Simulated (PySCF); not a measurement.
# SiH3O3 (SMILES O[Si](O)O): levels of theory compared

Wanted: a comparison of 6 runs (UPBE/def2-SVP, UPBE/ma-def2-SVP, UPBE/def2-SVPD, UPBE/def2-TZVP, UPBE/ma-def2-TZVP, UPBE/def2-TZVPD) of SiH3O3. Input form: a Python script.

The calculation is run with PySCF 2.14.0.

### Step 1. The structure to begin with

The species is SiH3O3 (7 atoms), meant as a doublet with charge 0. SMILES: `O[Si](O)O`. Geometry: relaxed at PBE0-D4/def2-TZVP. This is one conformer, not always the lowest.

Bond lengths: O1–Si2 1.648 Å, Si2–O3 1.637 Å, Si2–O4 1.642 Å, O1–H5 0.959 Å, O3–H6 0.961 Å, O4–H7 0.959 Å. Angles: O1–Si2–O3 114.2°, O1–Si2–O4 106.2°, O3–Si2–O4 106.3°, Si2–O1–H5 117.0°, Si2–O3–H6 116.2°, Si2–O4–H7 116.5°.

### Step 2. The energy at UPBE/def2-SVP (run 1)

Input file input.py:

```python
from pyscf import gto, dft

mol = gto.M(
    atom='''
O   -1.063800   1.054700   0.036100
Si  -0.335000  -0.422100  -0.018100
O    0.492000  -0.811700   1.340300
O    0.775900  -0.339900  -1.225000
H   -1.837900   1.138500   0.595900
H    1.450300  -0.764600   1.282500
H    0.518500   0.145200  -2.011700
''',
    verbose=3,
    basis='def2-svp',
    spin=1,
    max_memory=1860,
)

myscf = dft.UKS(mol)
myscf.xc = 'pbe'
myscf.conv_tol = 1e-10
myscf.grids.level = 4
myscf.kernel()
if not myscf.converged:
    myscf = myscf.newton().run(myscf.mo_coeff, myscf.mo_occ)

etot = myscf.e_tot
print(f'total energy: {etot:.8f} hartree')
```

On the command line:

```sh
$ OMP_NUM_THREADS=1 python input.py
```

Output:

```text
WARN: HOMO -0.185811793996236 >= LUMO -0.185811793996235

converged SCF energy = -516.388832090244  <S^2> = 0.75129981  2S+1 = 2.0012994
total energy: -516.38883209 hartree
```

It took 18 s on 1 thread of Arm Neoverse V1, shared host; peak memory 0.39 GiB.

### Step 3. A single-point energy at UPBE/ma-def2-SVP (run 2)

Input file input.py:

```python
# O[Si](O)O
from pyscf import gto, dft

molecule = gto.M(
    atom=[
    ('O', (-1.063800, 1.054700, 0.036100)),
    ('Si', (-0.335000, -0.422100, -0.018100)),
    ('O', (0.492000, -0.811700, 1.340300)),
    ('O', (0.775900, -0.339900, -1.225000)),
    ('H', (-1.837900, 1.138500, 0.595900)),
    ('H', (1.450300, -0.764600, 1.282500)),
    ('H', (0.518500, 0.145200, -2.011700)),
],
    charge=0,
    basis='ma-def2-svp',
    spin=1,
    max_memory=1860,
    verbose=3,
)

mf = dft.UKS(molecule, xc='pbe')
mf.conv_tol = 1e-10
mf.grids.level = 4
mf.kernel()
if not mf.converged:
    mf = mf.newton().run(mf.mo_coeff, mf.mo_occ)

e_final = mf.e_tot
print('E(%s) = %.9f' % ('PBE', e_final))
```

On the command line:

```sh
$ OMP_NUM_THREADS=1 python input.py
```

Output:

```text
WARN: HOMO -0.187241436657599 >= LUMO -0.1872414366576

converged SCF energy = -516.389695672031  <S^2> = 0.7514499  2S+1 = 2.0014494
E(PBE) = -516.389695672
```

Run time: 20 s. Hardware: 1 thread of Arm Neoverse V1, shared host; peak memory 0.42 GiB.

Runs 3 to 5 aren't shown in full; the table further down has their settings and results.

### Step 4. The energy at UPBE/def2-TZVPD (run 6)

Input file geometry.xyz:

```xyz
7
H3O3Si
O     -1.063800     1.054700     0.036100
Si    -0.335000    -0.422100    -0.018100
O      0.492000    -0.811700     1.340300
O      0.775900    -0.339900    -1.225000
H     -1.837900     1.138500     0.595900
H      1.450300    -0.764600     1.282500
H      0.518500     0.145200    -2.011700
```

Input file input.py:

```python
from pyscf import gto, dft

mol = gto.M(
    atom='geometry.xyz',
    verbose=3,
    spin=1,
    basis='def2-tzvpd',
    max_memory=1860,
)

mf = dft.UKS(mol)
mf.xc = 'pbe'
mf.conv_tol = 1e-10
mf.grids.level = 4
mf.kernel()
if not mf.converged:
    mf = mf.newton().run(mf.mo_coeff, mf.mo_occ)

etot = mf.e_tot
print(f'total energy: {etot:.8f} hartree')
```

On the command line:

```sh
$ OMP_NUM_THREADS=1 python input.py
```

Output:

```text
WARN: HOMO -0.188464936354301 >= LUMO -0.188464936354293

converged SCF energy = -516.801591477355  <S^2> = 0.75157231  2S+1 = 2.0015717
total energy: -516.80159148 hartree
```

Run time: 68 s. Hardware: 1 thread of Arm Neoverse V1, shared host; peak memory 1.8 GiB.

### Step 5. All runs side by side

```csv
run,level,energy (Eh),dipole moment (D),HOMO energy (eV),LUMO energy (eV),wall time
1,UPBE/def2-SVP,-516.388832,1.07,-4.31,-2.57,18 s
2,UPBE/ma-def2-SVP,-516.389696,1.10,-4.88,-3.11,20 s
3,UPBE/def2-SVPD,-516.430531,1.00,-4.84,-3.06,31 s
4,UPBE/def2-TZVP,-516.796080,1.02,-4.66,-2.82,45 s
5,UPBE/ma-def2-TZVP,-516.799810,1.02,-4.82,-3.03,53 s
6,UPBE/def2-TZVPD,-516.801591,0.99,-4.83,-3.03,68 s
```

Convergence of the total energy of doublet SiH3O3 with the basis set, against the last point:

```csv
basis set,from the last (mEh),wall time
def2-SVP,+412.759,18 s
ma-def2-SVP,+411.896,20 s
def2-SVPD,+371.060,31 s
def2-TZVP,+5.512,45 s
ma-def2-TZVP,+1.782,53 s
def2-TZVPD,+0.000,68 s
```

Convergence of the dipole moment of doublet SiH3O3 with the basis set, against the last point:

```csv
basis set,from the last (D),wall time
def2-SVP,+0.0872,18 s
ma-def2-SVP,+0.1137,20 s
def2-SVPD,+0.0103,31 s
def2-TZVP,+0.0381,45 s
ma-def2-TZVP,+0.0366,53 s
def2-TZVPD,+0.0000,68 s
```

### Step 6. Results

```
                                 quantity          value
                      run 6: total energy  -516.80159 Eh
                     run 6: dipole moment         0.99 D
run 6: HOMO energy (highest over α and β)       -4.83 eV
 run 6: LUMO energy (lowest over α and β)       -3.03 eV
                              run 6: ⟨S²⟩          0.752
```

In words: For the total energy of doublet SiH3O3 to stay within 10 mEh of the last point, def2-TZVP is the first point of the series from which all later ones do (45 s against 68 s). For the dipole moment of doublet SiH3O3 to stay within 0.05 D of the last point, def2-SVPD is the first point of the series from which all later ones do (31 s against 68 s). The dipole moment (its size) runs from 0.99 D (UPBE/def2-TZVPD) to 1.10 D (UPBE/ma-def2-SVP). All runs together took 3.9 min, the longest 68 s.
